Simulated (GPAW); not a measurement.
Runs of GPAW 26.7.0 on Zr3S2. The structure is trigonal, space group R32 (No. 155). The conventional cell has a = 5.805 Å, b = 5.805 Å, c = 10.463 Å, α = 90.00°, β = 90.00°, γ = 120.00°. Zr (site symmetry 2) has 4 S at 2.61 to 2.62 Å as nearest neighbours. S (site symmetry 3) is surrounded by 6 Zr at 2.61 to 2.62 Å. The cell comes from a database or a generator and needn't be the stable form of this composition.

| task | level | potentials or basis | cell | k mesh | band path | band points | gap on the mesh (eV) | pressure (GPa) | largest force (eV/Å) |
| --- | --- | --- | --- | --- | --- | --- | --- | --- | --- |
| single point | PBEsol | PAW data sets generated in the run's folder for this functional, pw | as given | 6 × 6 × 6 | - | - | none | -5.5 | 0.14 |
| band structure | LDA | the program's PAW data sets (release 1.2.1) made for this functional, pw | as given | 4 × 4 × 4 | GLB1,BZGX,QFP1Z,LP | 100 | - | -8.2 | 0.16 |
| band structure | PBEsol | PAW data sets generated in the run's folder for this functional, pw | as given | 4 × 4 × 4 | GLB1,BZGX,QFP1Z,LP | 100 | - | -5.5 | (a) |
| single point | PBEsol | PAW data sets generated in the run's folder for this functional, pw | atoms moved at random, drawn with an rms of 0.05 Å | 6 × 6 × 6 | - | - | none | -6.1 | 0.90 |

Alike in all rows: no spin polarisation; cutoff (eV) 600; smearing fermi-dirac 0.05 eV.

Question: Estimate the missing entries.

Answer: (a) 0.13.

A k mesh can miss the band edges, and the runs leave out spin-orbit coupling on Zr.

A gap of «none» marks a metal or a gap under the smearing width.
